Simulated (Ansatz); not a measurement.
# ZnCl radical (SMILES [Cl][Zn]): one structure at several levels

The task here is to estimate one member of a computed series from the others.

The runs use Ansatz 0.2.0, Gaussian basis; single points in def2-TZVPP.

Correlated methods freeze the cores. The 3s and 3p shells of Cu and Zn are frozen; filled d shells are correlated. Orbitals are unrestricted.

### Where the work starts

SMILES `[Cl][Zn]`, 2 atoms, charge 0, spin multiplicity 2.

Atoms are counted from 1 here; the program's logs count them from 0.

Bond lengths: Cl1–Zn2 2.178 Å.

Coordinates:

```
Cl   -0.8884    0.2683   -0.5117
Zn    0.9644   -0.3493    0.4525
```

Set-up of the first run:

The input, run/in.yaml:

```yaml
crystal:
  periodic: [false, false, false]
  atoms:
    - {symbol: Cl, position_ang: [-0.888400, 0.268300, -0.511700]}
    - {symbol: Zn, position_ang: [0.964400, -0.349300, 0.452500]}
basis:
  gaussian: {orbitals: def2-TZVPP}
magnetization: {spin_polarized: true, initial_magnetization: 1}
correlation: {method: ccsd_t, frozen_orbitals: {Cl: 5, Zn: 9}}
scf: {omitted_lower_state_checks: [cluster_reference]}
output: {forces: true}
```

No record of the launch command was kept for these runs.

Steps of the session up to this table: CCSD(T)/def2-TZVPP; PBE0-D4/def2-TZVPP; wB97M-V/def2-TZVPP; r2SCAN-D4/def2-TZVPP; PBE-D4/def2-TZVPP; r2SCANh-D4/def2-TZVPP; HSE06-D4/def2-TZVPP.

One of the session's tables, all rows but one given; the rest of the session is left out.

```
    method  RMS force component (eV/Å)  dipole (D)
   CCSD(T)                       0.147        2.86
   PBE0-D4                       0.128        2.81
   wB97M-V                       0.144        2.81
 r2SCAN-D4                           ?           ?
    PBE-D4                       0.028        2.48
r2SCANh-D4                       0.212        2.82
  HSE06-D4                       0.118        2.80
```

Estimate the missing values for r2SCAN-D4.

The run gave: RMS force component (eV/Å): 0.205; dipole (D): 2.72. In the column «RMS force component (eV/Å)» it lies between CCSD(T) (0.147) and r2SCANh-D4 (0.212).
